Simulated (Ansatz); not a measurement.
# CH7BO2Si: one species, many methods

Aim: compute CH7BO2Si with functionals from several rungs and with coupled cluster, and see how far each lands from CCSD(T) at the basis-set limit for the atomisation energy.

Computed with Ansatz 0.2.0, Gaussian basis. Level: functionals in def2-TZVPP, the program's frozen cores in correlated methods.

Plan: PBE-D4, r2SCAN-D4, PBE0-D4, B3LYP-D4, ωB97X-V, ωB97M-V, B2PLYP; CCSD(T)/def2-TZVPP; MP2/def2-QZVPP; extrapolation to the limit.

## Step 1: The geometry

The geometry comes from an earlier relaxation with PBE0-D4 in a triple-zeta def2 set; it is a stationary point, not always the lowest conformer.

12 atoms, charge 0, spin multiplicity 1.

Atoms are counted from 1 here; the program's logs count them from 0.

Bond lengths: O1–C2 1.415 Å, O1–H6 0.959 Å, C2–B3 1.568 Å, C2–H7 1.103 Å, C2–H8 1.103 Å, B3–O4 1.354 Å, B3–H9 1.203 Å, O4–Si5 1.654 Å, Si5–H10 1.485 Å, Si5–H11 1.482 Å, Si5–H12 1.483 Å. Angles: C2–O1–H6 108.7°, O1–C2–B3 111.4°, O1–C2–H7 111.9°, O1–C2–H8 111.9°, B3–C2–H7 107.9°, B3–C2–H8 108.1°, H7–C2–H8 105.4°, C2–B3–O4 117.8°, C2–B3–H9 122.0°, O4–B3–H9 120.1°, B3–O4–Si5 132.1°, O4–Si5–H10 110.3°, O4–Si5–H11 108.1°, O4–Si5–H12 108.2°, H10–Si5–H11 110.3°, H10–Si5–H12 110.2°, H11–Si5–H12 109.7°.

## Step 2: PBE-D4 (GGA)

in.yaml

```yaml
crystal:
  periodic: [false, false, false]
  atoms:
    - {symbol: O, position_ang: [-1.191737, 2.291446, 1.095986]}
    - {symbol: C, position_ang: [-0.948983, 0.897129, 1.115451]}
    - {symbol: B, position_ang: [-0.020297, 0.460852, -0.070815]}
    - {symbol: O, position_ang: [0.288787, -0.852936, -0.181509]}
    - {symbol: Si, position_ang: [1.214082, -1.687475, -1.268928]}
    - {symbol: H, position_ang: [-1.760752, 2.515212, 1.834998]}
    - {symbol: H, position_ang: [-0.471302, 0.576315, 2.056737]}
    - {symbol: H, position_ang: [-1.884186, 0.315981, 1.049102]}
    - {symbol: H, position_ang: [0.413770, 1.252468, -0.865671]}
    - {symbol: H, position_ang: [1.798876, -0.757524, -2.268264]}
    - {symbol: H, position_ang: [2.290166, -2.380907, -0.521267]}
    - {symbol: H, position_ang: [0.348678, -2.685661, -1.941822]}
basis:
  gaussian: {orbitals: def2-TZVPP}
hamiltonian: {xc: pbe, dispersion: d4}
output: {forces: true, orbitals: {seedname: orbitals}}
```

Run with:

```console
ansatz run in.yaml --threads 4 --pin off --events-out ev --progress --plain --max-ram 10444MiB
```

The runs that follow: r2SCAN-D4 (meta-GGA); PBE0-D4 (hybrid); B3LYP-D4 (hybrid); ωB97X-V (range-separated); ωB97M-V (range-separated); B2PLYP (double hybrid); CCSD(T) in def2-TZVPP; MP2 in def2-QZVPP.

**Question.** What will the summary of the whole plan be? Wanted: atomisation energy, CCSD(T)/CBS; farthest; mean size of error, hybrid; mean size of error, range-separated; gap, smallest and largest; T1 diagnostic; triples share of the correlation energy.

**Answer**, as computed:

```
                               quantity                                  value
        atomisation energy, CCSD(T)/CBS                              46.181 eV
    functionals within 0.231 eV (0.5 %)  r2SCAN-D4, B3LYP-D4, ωB97X-V, ωB97M-V
                               farthest                     B2PLYP (-0.445 eV)
             mean size of error, hybrid                               0.154 eV
    mean size of error, range-separated                               0.126 eV
              gap, smallest and largest   4.90 eV (PBE-D4), 12.33 eV (ωB97X-V)
                          T1 diagnostic                                 0.0118
triples share of the correlation energy                                  3.4 %
```

In words: PBE-D4 misses by +0.430 eV. Double hybrids carry the basis error of their MP2 part in triple zeta, and no dispersion term here, so their miss is partly the set-up's. The reference freezes the cores and leaves out relativity and excitations past (T), so misses under about 0.231 eV can't be ranked. Hartree-Fock recovers 74 % of the binding; the rest is correlation. Orbital gaps span 4.9 to 12.3 eV; exact exchange widens them.
